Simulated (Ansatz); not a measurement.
**CH5BOSSi: one species, many methods**

Aim: compute CH5BOSSi with functionals from several rungs and with coupled cluster. The yardstick is the atomisation energy at the CCSD(T) limit.

Method: functionals in def2-TZVPP, the program's frozen cores in correlated methods; program: Ansatz 0.2.0, Gaussian basis.

Levels to be run: PBE-D4, r2SCAN-D4, PBE0-D4, B3LYP-D4, ωB97X-V, ωB97M-V, B2PLYP; CCSD(T)/def2-TZVPP; MP2/def2-QZVPP; extrapolation to the limit.

**1. Structure used throughout**

All runs share one geometry, relaxed beforehand with PBE0-D4 in a triple-zeta def2 set.

10 atoms, charge 0, spin multiplicity 1.

Atoms are counted from 1 here; the program's logs count them from 0.

Bond lengths: B1–C2 1.585 Å, B1–Si5 2.008 Å, B1–H6 1.199 Å, B1–H7 1.216 Å, C2–S3 1.718 Å, C2–O4 1.294 Å, S3–H8 1.343 Å, O4–Si5 1.808 Å, Si5–H9 1.488 Å, Si5–H10 1.489 Å. Angles: C2–B1–Si5 77.0°, C2–B1–H6 119.2°, C2–B1–H7 104.7°, Si5–B1–H6 129.6°, Si5–B1–H7 104.6°, H6–B1–H7 114.6°, B1–C2–S3 132.5°, B1–C2–O4 111.7°, S3–C2–O4 115.9°, C2–S3–H8 94.0°, C2–O4–Si5 92.1°, B1–Si5–O4 77.3°, B1–Si5–H9 124.4°, B1–Si5–H10 126.5°, O4–Si5–H9 103.0°, O4–Si5–H10 106.5°, H9–Si5–H10 107.0°.

**2. PBE-D4 (GGA)**

in.yaml reads:

```yaml
crystal:
  periodic: [false, false, false]
  atoms:
    - {symbol: B, position_ang: [-0.716818, 0.201859, -0.623675]}
    - {symbol: C, position_ang: [0.115662, -0.792803, 0.288130]}
    - {symbol: S, position_ang: [-0.213403, -2.369879, 0.884773]}
    - {symbol: O, position_ang: [1.247261, -0.278205, 0.647321]}
    - {symbol: Si, position_ang: [0.750621, 1.369580, 0.093638]}
    - {symbol: H, position_ang: [-1.903020, 0.282538, -0.469104]}
    - {symbol: H, position_ang: [-0.371337, -0.059702, -1.759974]}
    - {symbol: H, position_ang: [-1.393775, -2.465597, 0.252356]}
    - {symbol: H, position_ang: [0.668209, 2.139558, 1.364619]}
    - {symbol: H, position_ang: [1.899700, 1.921449, -0.675384]}
basis:
  gaussian: {orbitals: def2-TZVPP}
hamiltonian: {xc: pbe, dispersion: d4}
output: {forces: true, orbitals: {seedname: orbitals}}
```

The run is started by

```
$ ansatz run in.yaml --threads 4 --pin off --events-out ev --progress --plain --max-ram 10444MiB
```

The runs that follow: r2SCAN-D4 (meta-GGA); PBE0-D4 (hybrid); B3LYP-D4 (hybrid); ωB97X-V (range-separated); ωB97M-V (range-separated); B2PLYP (double hybrid); CCSD(T) in def2-TZVPP; MP2 in def2-QZVPP.

Before running them: what should the planned runs give, taken together? Wanted: atomisation energy, CCSD(T)/CBS; farthest; mean size of error, hybrid; mean size of error, range-separated; gap, smallest and largest; T1 diagnostic; triples share of the correlation energy.

As calculated:

| quantity | value |
| --- | --- |
| atomisation energy, CCSD(T)/CBS | 3497.1 kJ/mol |
| functionals within 17.5 kJ/mol (0.5 %) | B3LYP-D4 |
| farthest | PBE-D4 (+118.5 kJ/mol) |
| mean size of error, hybrid | 24.9 kJ/mol |
| mean size of error, range-separated | 38.6 kJ/mol |
| gap, smallest and largest | 3.45 eV (PBE-D4), 9.90 eV (ωB97X-V) |
| T1 diagnostic | 0.0177 |
| triples share of the correlation energy | 4.5 % |

PBE-D4 is off by +118.5 kJ/mol. Double hybrids carry the basis error of their MP2 part in triple zeta, and no dispersion term here, so their miss is partly the set-up's. Misses under about 17.5 kJ/mol are within the doubt on the reference itself, which lacks core-valence correlation, relativity and higher excitations. Hartree-Fock recovers 71 % of the binding; the rest is correlation. The gap grows from 3.4 to 9.9 eV across the functionals, mostly with the share of exact exchange.
